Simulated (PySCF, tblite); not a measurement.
# C5H11FOSi2: geometry, infrared bands and NMR shifts

Wanted: the infrared bands and NMR shifts of C5H11FOSi2 (`C=C(F)C[Si@](C)([SiH3])C=O`), by calculation.

Programs: tblite 0.8.0 and PySCF 2.14.0, with density-fitted response routines of our own. Each step states its level of theory. These are calculated values for one molecule in the gas phase, unless marked as measured. Atoms are numbered from 0 throughout.

### Step 1. The starting structure

20 atoms, charge 0, multiplicity 1; geometry from: force field or distance geometry start.

Bonds of the start (Å): C0–C1 1.33, C1–F2 1.34, C1–C3 1.50, C3–Si4 1.87, Si4–C5 1.86, Si4–Si6 2.24, Si4–C7 1.83, C7–O8 1.21, C0–H9 1.07, C0–H10 1.09, C3–H11 1.09, C3–H12 1.13, C5–H13 1.11, C5–H14 1.10, C5–H15 1.12, Si6–H16 1.49, Si6–H17 1.47, Si6–H18 1.47, C7–H19 1.08.

### Step 2. Relaxing the molecule with GFN2-xTB

The job: settings as JSON, then the geometry in Å.

```
{"job": {"kind": "relax", "xc": "GFN2-xTB", "basis": "xTB"}, "charge": 0, "multiplicity": 1}
C      2.460200     0.909800     1.156700
C      1.815900     0.534500     0.050100
F      1.750400     1.265300    -1.068600
C      1.147100    -0.811200     0.067000
Si    -0.661200    -0.463000    -0.237500
C     -1.071900    -0.633700    -2.039300
Si    -1.016200     1.598200     0.551300
C     -1.757600    -1.625300     0.654400
O     -1.324100    -2.267600     1.579300
H      2.966600     1.847700     1.281500
H      2.439600     0.224800     1.998900
H      1.579200    -1.496700    -0.658800
H      1.238900    -1.247800     1.108000
H     -0.476700     0.021200    -2.709100
H     -0.885400    -1.687300    -2.299700
H     -2.164100    -0.480400    -2.232800
H     -0.715900     1.516000     2.012900
H     -2.431000     1.976300     0.438900
H     -0.105900     2.593300    -0.028300
H     -2.793000    -1.763400     0.372000
```

Launch:

```console
> OMP_NUM_THREADS=1 python probes_run.py task.json out
```

One launch serves the whole session: the jobs run in the order shown.

**Question.** This job is followed by: GFN2-xTB harmonic vibrations, gas phase; GIAO PBE0/pcSseg-1 NMR shielding, non-relativistic, gas phase. Predict these results of the whole session: strongest single infrared mode (GFN2-xTB); zero-point energy (GFN2-xTB); ¹³C shifts against TMS (PBE0/pcSseg-1); ¹H shifts against TMS (PBE0/pcSseg-1, means over atoms taken as alike); ¹⁹F shifts against CFCl3 (PBE0/pcSseg-1); ²⁹Si shifts against TMS (PBE0/pcSseg-1); ¹⁷O shifts against H2O (PBE0/pcSseg-1).

**Answer**, as computed:

```
                                                              quantity                                          value
                             strongest single infrared mode (GFN2-xTB)                           767 cm⁻¹, 535 km/mol
                                          zero-point energy (GFN2-xTB)                                  87.6 kcal/mol
                                ¹³C shifts against TMS (PBE0/pcSseg-1)             250.5, 177.2, 93.4, 22.3, -3.5 ppm
¹H shifts against TMS (PBE0/pcSseg-1, means over atoms taken as alike)  12.52, 4.65, 4.33, 3.40, 2.29, 1.66, 0.67 ppm
                              ¹⁹F shifts against CFCl3 (PBE0/pcSseg-1)                                      -85.5 ppm
                               ²⁹Si shifts against TMS (PBE0/pcSseg-1)                              -25.8, -118.7 ppm
                                ¹⁷O shifts against H2O (PBE0/pcSseg-1)                                      942.1 ppm
```

What this shows: Over 68 steps the energy fell by 0.688 eV; of the close pairs, Si4–C7 changed most, 1.830 to 1.926 Å. No mode is imaginary among the 54: a minimum at this level. The strongest single mode, at 767 cm⁻¹, has its largest shares on H16, H18 and H17 (the list is cut at 3 atoms). Unscaled tight-binding wavenumbers are off by several per cent, some by more. Its intensities can rank the bands wrongly. At PBE0/pcSseg-1: Shielding is most anisotropic at O8 (span 2098 ppm, paramagnetic term -1007 ppm).
